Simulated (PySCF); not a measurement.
**CH8Ge2: core binding energies at several levels of theory**

How much do the core binding energies of CH8Ge2 (`[GeH3][CH2][GeH3]`) depend on the level of theory, and what does each level cost?

Programs: PySCF 2.14.0, with density-fitted response routines of our own. Each step states its level of theory. These are calculated values for one molecule in the gas phase, unless marked as measured. Atoms count from 0, in the outputs and in this text.

## (1) The starting structure

11 atoms, charge 0, multiplicity 1; geometry from: GFN2-xTB. The atoms were then displaced at random by about 0.01 Å, so the start is not that level's minimum.

Bonds of the start (Å): Ge0–C1 1.97, C1–Ge2 1.98, Ge0–H3 1.50, Ge0–H4 1.52, Ge0–H5 1.50, C1–H6 1.09, C1–H7 1.09, Ge2–H8 1.48, Ge2–H9 1.51, Ge2–H10 1.49.

## (2) Relaxing the molecule at PBE0-D3(BJ)/def2-SVP

The job: settings as JSON, then the geometry in Å.

```
{"job": {"xc": "PBE0", "basis": "def2-SVP", "d3": "d3bj", "grid": 1, "shake": 0.01, "kind": "geom"}, "charge": 0, "multiplicity": 1}
Ge     1.541020     0.618890     0.010710
C      0.194800    -0.805920    -0.151350
Ge    -1.662060    -0.160920     0.068890
H      2.945940     0.118880    -0.177020
H      1.297960     1.693040    -1.038170
H      1.452770     1.309100     1.342990
H      0.420960    -1.565600     0.601810
H      0.316450    -1.273060    -1.129740
H     -1.998020     0.867630    -0.934580
H     -1.844220     0.464310     1.429700
H     -2.627480    -1.292190    -0.038880
```

Started as:

```sh
$ OMP_NUM_THREADS=1 python probes_run.py task.json out
```

This one command runs all jobs of the session in turn.

The program printed:

```text
step   0  E = -4195.77780859  max force = 0.021429
step   1  E = -4195.78204985  max force = 0.004705
step   2  E = -4195.78244164  max force = 0.000730
step   3  E = -4195.78245276  max force = 0.000206
optimisation converged
```

Wall time 21 s (1 thread of Arm Neoverse V2, shared host); peak memory 0.49 GiB.

The steps of the relaxation:

| step | energy from step 0 (eV) | largest force component (eV/Å) |
| --- | --- | --- |
| 0 | 0.0000 | 1.1019 |
| 1 | -0.1154 | 0.2419 |
| 2 | -0.1261 | 0.0375 |
| 3 | -0.1264 | 0.0106 |

Close pairs (by a distance rule), those that changed most:

| bond | before (Å) | after (Å) | change (Å) |
| --- | --- | --- | --- |
| Ge2–H8 | 1.476 | 1.541 | +0.065 |
| Ge2–H10 | 1.491 | 1.541 | +0.050 |
| Ge0–H3 | 1.503 | 1.542 | +0.039 |
| Ge0–H5 | 1.503 | 1.541 | +0.038 |
| Ge2–H9 | 1.509 | 1.541 | +0.032 |
| C1–Ge2 | 1.978 | 1.957 | -0.021 |
| Ge0–H4 | 1.521 | 1.541 | +0.020 |
| C1–H7 | 1.091 | 1.101 | +0.010 |

The end geometry stands in the next job.

| at the end point | value |
| --- | --- |
| point group (found at 0.08 Å tolerance) | C2 |
| rotational constants (GHz, main isotopes) | 16.226, 1.163, 1.123 |
| dipole moment (D) | 0.74 |

## (3) Core-electron binding energies: SCAN, X2C

The job: settings as JSON, then the geometry in Å.

```
{"job": {"kind": "xps"}, "charge": 0, "multiplicity": 1}
Ge     1.506526     0.765859     0.145412
C      0.222583    -0.706450     0.028426
Ge    -1.639844    -0.163032     0.282646
H      2.944690     0.242733    -0.040243
H      1.209746     1.809131    -0.949113
H      1.399054     1.449774     1.522058
H      0.480498    -1.462757     0.786347
H      0.323082    -1.184373    -0.958817
H     -2.025947     0.891857    -0.772229
H     -1.818139     0.453952     1.683463
H     -2.585199    -1.372584     0.146510
```

Method: delta-SCF UKS SCAN, pcX-2 on the ionised atom, pcseg-1 elsewhere, spin-free X2C.

The program printed:

```text
ground state, core basis on atom 1 (C), 139 functions
  cycle   1  E = -4230.77935020  |g| = 4.07e-01
  cycle   2  E = -4230.71814995  |g| = 6.10e-01
  cycle   3  E = -4230.81857750  |g| = 7.61e-02
  cycle   4  E = -4230.82034080  |g| = 1.90e-02
  cycle   5  E = -4230.82043367  |g| = 4.43e-03
  cycle   6  E = -4230.82043588  |g| = 2.02e-03
  cycle   7  E = -4230.82044043  |g| = 3.59e-04
  E(ground) = -4231.08423027 Eh
hole in C 1s of atom 1
  cycle   1  E = -4219.56584768  |g| = 1.51e+00
  cycle   2  E = -4218.66982788  |g| = 1.93e+00
  cycle   3  E = -4220.10506335  |g| = 3.51e-01
  cycle   4  E = -4220.15698130  |g| = 9.16e-02
  cycle   5  E = -4220.16083947  |g| = 1.67e-02
  cycle   6  E = -4220.16098155  |g| = 7.77e-03
  cycle   7  E = -4220.16102150  |g| = 1.57e-03
  cycle   8  E = -4220.16102406  |g| = 6.35e-04
  cycle   9  E = -4220.16102449  |g| = 9.31e-05
  E(ion) = -4220.42370232 Eh   <S^2> = 0.7708   hole on atom = 1.000   binding energy = 290.088 eV
```

Wall time 4.8 s (1 thread of Arm Neoverse V2, shared host); peak memory 0.41 GiB.

Binding energies by hole, beside the orbital energy of the ground state; the difference holds orbital relaxation and, for a density functional, its self-interaction error:

| hole | stands for | environment | ΔSCF (eV) | −ε (eV) | ⟨S²⟩ |
| --- | --- | --- | --- | --- | --- |
| C1s on C1 | C1 | sp3 CH2 bonded to 2 Ge | 290.09 | 273.9 | 0.771 |

## (4) Core holes by ΔSCF: B3LYP, X2C

Settings changed since step 3:

```diff
@@ -1,2 +1,2 @@
-{"job": {"kind": "xps"}, "charge": 0, "multiplicity": 1}
+{"job": {"kind": "xps", "xc": "B3LYP"}, "charge": 0, "multiplicity": 1}
 Ge     1.506526     0.765859     0.145412
```

Level: delta-SCF UKS B3LYP, pcX-2 on the ionised atom, pcseg-1 elsewhere, spin-free X2C.

The program printed:

```text
ground state, core basis on atom 1 (C), 139 functions
  cycle   1  E = -4230.98551148  |g| = 3.59e-01
  cycle   2  E = -4230.95090053  |g| = 4.93e-01
  cycle   3  E = -4231.01647325  |g| = 4.73e-02
  cycle   4  E = -4231.01715900  |g| = 1.09e-02
  cycle   5  E = -4231.01719703  |g| = 1.83e-03
  cycle   6  E = -4231.01719948  |g| = 3.66e-04
  E(ground) = -4231.02480030 Eh
hole in C 1s of atom 1
  cycle   1  E = -4219.76911372  |g| = 1.52e+00
  cycle   2  E = -4219.02675113  |g| = 1.88e+00
  cycle   3  E = -4220.32177127  |g| = 2.79e-01
  cycle   4  E = -4220.35482244  |g| = 5.75e-02
  cycle   5  E = -4220.35646011  |g| = 6.74e-03
  cycle   6  E = -4220.35649315  |g| = 2.37e-03
  cycle   7  E = -4220.35649500  |g| = 8.66e-04
  cycle   8  E = -4220.35649942  |g| = 2.59e-04
  E(ion) = -4220.36402724 Eh   <S^2> = 0.7616   hole on atom = 1.000   binding energy = 290.094 eV
```

It took 6.4 s on 1 thread of Arm Neoverse V2, shared host; peak memory 0.43 GiB.

The holes in one table. −ε is the ground-state orbital energy:

| hole | stands for | environment | ΔSCF (eV) | −ε (eV) | ⟨S²⟩ |
| --- | --- | --- | --- | --- | --- |
| C1s on C1 | C1 | sp3 CH2 bonded to 2 Ge | 290.09 | 277.2 | 0.762 |

## (5) Core-electron binding energies: PBE0, X2C

Settings changed since step 4:

```diff
@@ -1,2 +1,2 @@
-{"job": {"kind": "xps", "xc": "B3LYP"}, "charge": 0, "multiplicity": 1}
+{"job": {"kind": "xps", "xc": "PBE0"}, "charge": 0, "multiplicity": 1}
 Ge     1.506526     0.765859     0.145412
```

Method: delta-SCF UKS PBE0, pcX-2 on the ionised atom, pcseg-1 elsewhere, spin-free X2C.

The program printed:

```text
ground state, core basis on atom 1 (C), 139 functions
  cycle   1  E = -4230.30121884  |g| = 3.04e-01
  cycle   2  E = -4230.28438099  |g| = 3.83e-01
  cycle   3  E = -4230.32379423  |g| = 3.55e-02
  cycle   4  E = -4230.32416441  |g| = 8.90e-03
  cycle   5  E = -4230.32419559  |g| = 1.26e-03
  cycle   6  E = -4230.32419610  |g| = 3.07e-04
  E(ground) = -4230.33029970 Eh
hole in C 1s of atom 1
  cycle   1  E = -4219.09382421  |g| = 1.52e+00
  cycle   2  E = -4218.51577195  |g| = 1.75e+00
  cycle   3  E = -4219.64861316  |g| = 2.68e-01
  cycle   4  E = -4219.67970829  |g| = 5.04e-02
  cycle   5  E = -4219.68097084  |g| = 6.02e-03
  cycle   6  E = -4219.68099840  |g| = 2.39e-03
  cycle   7  E = -4219.68100803  |g| = 9.60e-04
  cycle   8  E = -4219.68100619  |g| = 2.64e-04
  E(ion) = -4219.68704693 Eh   <S^2> = 0.7654   hole on atom = 1.000   binding energy = 289.618 eV
```

Run time: 6 s. Hardware: 1 thread of Arm Neoverse V2, shared host; peak memory 0.43 GiB.

The holes in one table. −ε is the ground-state orbital energy:

| hole | stands for | environment | ΔSCF (eV) | −ε (eV) | ⟨S²⟩ |
| --- | --- | --- | --- | --- | --- |
| C1s on C1 | C1 | sp3 CH2 bonded to 2 Ge | 289.62 | 278.6 | 0.765 |

## (6) Core holes by ΔSCF: PBE, X2C

Settings changed since step 5:

```diff
@@ -1,2 +1,2 @@
-{"job": {"kind": "xps", "xc": "PBE0"}, "charge": 0, "multiplicity": 1}
+{"job": {"kind": "xps", "xc": "PBE"}, "charge": 0, "multiplicity": 1}
 Ge     1.506526     0.765859     0.145412
```

Method: delta-SCF UKS PBE, pcX-2 on the ionised atom, pcseg-1 elsewhere, spin-free X2C.

The program printed:

```text
ground state, core basis on atom 1 (C), 139 functions
  cycle   1  E = -4230.16511462  |g| = 4.55e-01
  cycle   2  E = -4230.04142382  |g| = 7.78e-01
  cycle   3  E = -4230.21489108  |g| = 9.08e-02
  cycle   4  E = -4230.21752005  |g| = 1.81e-02
  cycle   5  E = -4230.21762509  |g| = 4.56e-03
  cycle   6  E = -4230.21763317  |g| = 1.12e-03
  cycle   7  E = -4230.21763688  |g| = 2.58e-04
  E(ground) = -4230.22605871 Eh
hole in C 1s of atom 1
  cycle   1  E = -4218.99891415  |g| = 1.53e+00
  cycle   2  E = -4217.74990820  |g| = 2.16e+00
  cycle   3  E = -4219.52456745  |g| = 3.62e-01
  cycle   4  E = -4219.57977919  |g| = 1.15e-01
  cycle   5  E = -4219.58683108  |g| = 1.75e-02
  cycle   6  E = -4219.58702807  |g| = 4.91e-03
  cycle   7  E = -4219.58704106  |g| = 7.43e-04
  cycle   8  E = -4219.58704131  |g| = 2.09e-04
  E(ion) = -4219.59538355 Eh   <S^2> = 0.7624   hole on atom = 1.000   binding energy = 289.275 eV
```

Run time: 2.9 s. Hardware: 1 thread of Arm Neoverse V2, shared host; peak memory 0.36 GiB.

The holes in one table. −ε is the ground-state orbital energy:

| hole | stands for | environment | ΔSCF (eV) | −ε (eV) | ⟨S²⟩ |
| --- | --- | --- | --- | --- | --- |
| C1s on C1 | C1 | sp3 CH2 bonded to 2 Ge | 289.28 | 269.4 | 0.762 |

## (7) X-ray photoelectron lines: HF, X2C

Settings changed since step 6:

```diff
@@ -1,2 +1,2 @@
-{"job": {"kind": "xps", "xc": "PBE"}, "charge": 0, "multiplicity": 1}
+{"job": {"kind": "xps", "xc": "HF"}, "charge": 0, "multiplicity": 1}
 Ge     1.506526     0.765859     0.145412
```

Method: delta-SCF UKS HF, pcX-2 on the ionised atom, pcseg-1 elsewhere, spin-free X2C.

The program printed:

```text
ground state, core basis on atom 1 (C), 139 functions
  cycle   1  E = -4227.14104538  |g| = 2.58e-01
  cycle   2  E = -4227.17088457  |g| = 6.80e-02
  cycle   3  E = -4227.17314728  |g| = 1.93e-02
  cycle   4  E = -4227.17327501  |g| = 4.29e-03
  cycle   5  E = -4227.17328158  |g| = 1.22e-03
  cycle   6  E = -4227.17328228  |g| = 2.55e-04
  E(ground) = -4227.17328228 Eh
hole in C 1s of atom 1
  cycle   1  E = -4215.93830363  |g| = 1.50e+00
  cycle   2  E = -4216.25300056  |g| = 8.78e-01
  cycle   3  E = -4216.51869086  |g| = 1.12e-01
  cycle   4  E = -4216.52427110  |g| = 2.12e-02
  cycle   5  E = -4216.52495720  |g| = 1.27e-02
  cycle   6  E = -4216.52537829  |g| = 4.60e-03
  cycle   7  E = -4216.52543623  |g| = 1.02e-03
  cycle   8  E = -4216.52543835  |g| = 2.62e-04
  E(ion) = -4216.52543835 Eh   <S^2> = 0.7918   hole on atom = 1.000   binding energy = 289.743 eV
```

Run time: 3.6 s. Hardware: 1 thread of Arm Neoverse V2, shared host; peak memory 0.43 GiB.

Binding energies by hole, beside the orbital energy of the ground state; the difference holds orbital relaxation and, for a density functional, its self-interaction error:

| hole | stands for | environment | ΔSCF (eV) | −ε (eV) | ⟨S²⟩ |
| --- | --- | --- | --- | --- | --- |
| C1s on C1 | C1 | sp3 CH2 bonded to 2 Ge | 289.74 | 305.7 | 0.792 |

## (8) Core holes by ΔSCF: SCAN, X2C

Settings changed since step 7:

```diff
@@ -1,2 +1,2 @@
-{"job": {"kind": "xps", "xc": "HF"}, "charge": 0, "multiplicity": 1}
+{"job": {"kind": "xps", "basis": "pcX-1"}, "charge": 0, "multiplicity": 1}
 Ge     1.506526     0.765859     0.145412
```

With the program's defaults for keys left out, this is: delta-SCF UKS SCAN, pcX-1 on the ionised atom, pcseg-1 elsewhere, spin-free X2C.

The program printed:

```text
ground state, core basis on atom 1 (C), 118 functions
  cycle   1  E = -4230.76253439  |g| = 3.76e-01
  cycle   2  E = -4230.71328650  |g| = 5.56e-01
  cycle   3  E = -4230.79687856  |g| = 6.75e-02
  cycle   4  E = -4230.79829577  |g| = 1.59e-02
  cycle   5  E = -4230.79837242  |g| = 3.52e-03
  cycle   6  E = -4230.79837943  |g| = 1.46e-03
  cycle   7  E = -4230.79837930  |g| = 2.61e-04
  E(ground) = -4231.06200591 Eh
hole in C 1s of atom 1
  cycle   1  E = -4219.54687274  |g| = 1.51e+00
  cycle   2  E = -4218.65962999  |g| = 1.91e+00
  cycle   3  E = -4220.07845258  |g| = 3.64e-01
  cycle   4  E = -4220.13501053  |g| = 8.12e-02
  cycle   5  E = -4220.13839762  |g| = 1.52e-02
  cycle   6  E = -4220.13855918  |g| = 4.61e-03
  cycle   7  E = -4220.13857281  |g| = 1.43e-03
  cycle   8  E = -4220.13857603  |g| = 5.17e-04
  cycle   9  E = -4220.13857879  |g| = 6.47e-05
  E(ion) = -4220.40116747 Eh   <S^2> = 0.7704   hole on atom = 1.000   binding energy = 290.096 eV
```

It took 3.6 s on 1 thread of Arm Neoverse V2, shared host; peak memory 0.39 GiB.

The holes in one table. −ε is the ground-state orbital energy:

| hole | stands for | environment | ΔSCF (eV) | −ε (eV) | ⟨S²⟩ |
| --- | --- | --- | --- | --- | --- |
| C1s on C1 | C1 | sp3 CH2 bonded to 2 Ge | 290.10 | 273.8 | 0.770 |

## (9) Core-electron binding energies: SCAN, X2C

Settings changed since step 8:

```diff
@@ -1,2 +1,2 @@
-{"job": {"kind": "xps", "basis": "pcX-1"}, "charge": 0, "multiplicity": 1}
+{"job": {"kind": "xps", "basis": "def2-TZVP"}, "charge": 0, "multiplicity": 1}
 Ge     1.506526     0.765859     0.145412
```

With the program's defaults for keys left out, this is: delta-SCF UKS SCAN, def2-TZVP on the ionised atom, pcseg-1 elsewhere, spin-free X2C.

The program printed:

```text
ground state, core basis on atom 1 (C), 125 functions
  cycle   1  E = -4230.77797406  |g| = 4.03e-01
  cycle   2  E = -4230.71721895  |g| = 6.03e-01
  cycle   3  E = -4230.81705131  |g| = 7.34e-02
  cycle   4  E = -4230.81879884  |g| = 1.63e-02
  cycle   5  E = -4230.81887748  |g| = 3.21e-03
  cycle   6  E = -4230.81888481  |g| = 1.17e-03
  cycle   7  E = -4230.81888346  |g| = 2.75e-04
  E(ground) = -4231.08304456 Eh
hole in C 1s of atom 1
  cycle   1  E = -4219.56519188  |g| = 1.48e+00
  cycle   2  E = -4218.73246988  |g| = 1.75e+00
  cycle   3  E = -4220.05192128  |g| = 4.25e-01
  cycle   4  E = -4220.13826094  |g| = 7.63e-02
  cycle   5  E = -4220.14152956  |g| = 1.71e-02
  cycle   6  E = -4220.14172085  |g| = 4.14e-03
  cycle   7  E = -4220.14173680  |g| = 1.56e-03
  cycle   8  E = -4220.14173866  |g| = 4.42e-04
  E(ion) = -4220.40459573 Eh   <S^2> = 0.7686   hole on atom = 1.000   binding energy = 290.575 eV
```

Run time: 4.1 s. Hardware: 1 thread of Arm Neoverse V2, shared host; peak memory 0.39 GiB.

The holes in one table. −ε is the ground-state orbital energy:

| hole | stands for | environment | ΔSCF (eV) | −ε (eV) | ⟨S²⟩ |
| --- | --- | --- | --- | --- | --- |
| C1s on C1 | C1 | sp3 CH2 bonded to 2 Ge | 290.58 | 273.8 | 0.769 |

## (10) X-ray photoelectron lines: SCAN, non-relativistic

Settings changed since step 9:

```diff
@@ -1,2 +1,2 @@
-{"job": {"kind": "xps", "basis": "def2-TZVP"}, "charge": 0, "multiplicity": 1}
+{"job": {"kind": "xps", "x2c": false}, "charge": 0, "multiplicity": 1}
 Ge     1.506526     0.765859     0.145412
```

With the program's defaults for keys left out, this is: delta-SCF UKS SCAN, pcX-2 on the ionised atom, pcseg-1 elsewhere, non-relativistic.

The program printed:

```text
ground state, core basis on atom 1 (C), 139 functions
  cycle   1  E = -4196.30255150  |g| = 4.60e-01
  cycle   2  E = -4196.24061629  |g| = 6.41e-01
  cycle   3  E = -4196.34886355  |g| = 1.04e-01
  cycle   4  E = -4196.35202637  |g| = 2.25e-02
  cycle   5  E = -4196.35214993  |g| = 5.09e-03
  cycle   6  E = -4196.35215629  |g| = 2.55e-03
  cycle   7  E = -4196.35215549  |g| = 4.27e-04
  E(ground) = -4196.61238219 Eh
hole in C 1s of atom 1
  cycle   1  E = -4185.10315195  |g| = 1.51e+00
  cycle   2  E = -4184.22655241  |g| = 1.92e+00
  cycle   3  E = -4185.64249348  |g| = 3.47e-01
  cycle   4  E = -4185.69331864  |g| = 8.89e-02
  cycle   5  E = -4185.69693799  |g| = 1.65e-02
  cycle   6  E = -4185.69707571  |g| = 7.54e-03
  cycle   7  E = -4185.69710450  |g| = 1.54e-03
  cycle   8  E = -4185.69711473  |g| = 6.26e-04
  cycle   9  E = -4185.69711078  |g| = 9.18e-05
  E(ion) = -4185.95628468 Eh   <S^2> = 0.7705   hole on atom = 1.000   binding energy = 289.967 eV
```

Wall time 4.4 s (1 thread of Arm Neoverse V2, shared host); peak memory 0.39 GiB.

Binding energies by hole, beside the orbital energy of the ground state; the difference holds orbital relaxation and, for a density functional, its self-interaction error:

| hole | stands for | environment | ΔSCF (eV) | −ε (eV) | ⟨S²⟩ |
| --- | --- | --- | --- | --- | --- |
| C1s on C1 | C1 | sp3 CH2 bonded to 2 Ge | 289.97 | 273.8 | 0.770 |

## (11) Summary of results

```
                                          quantity                  value
                                       point group                     C2
              rotational constants (main isotopes)  16.23, 1.16, 1.12 GHz
                  C1s binding energies, SCAN/pcX-2           C1 290.09 eV
                 C1s binding energies, B3LYP/pcX-2           C1 290.09 eV
                  C1s binding energies, PBE0/pcX-2           C1 289.62 eV
                   C1s binding energies, PBE/pcX-2           C1 289.28 eV
                    C1s binding energies, HF/pcX-2           C1 289.74 eV
                  C1s binding energies, SCAN/pcX-1           C1 290.10 eV
              C1s binding energies, SCAN/def2-TZVP           C1 290.58 eV
C1s binding energies, SCAN/pcX-2, non-relativistic           C1 289.97 eV
```

In words: Single values in the summary come from the first run of each kind that ended normally (SCAN/pcX-2), which need not be the best level. Over 3 steps the energy fell by 0.126 eV; of the close pairs, Ge2–H8 changed most, 1.476 to 1.541 Å.
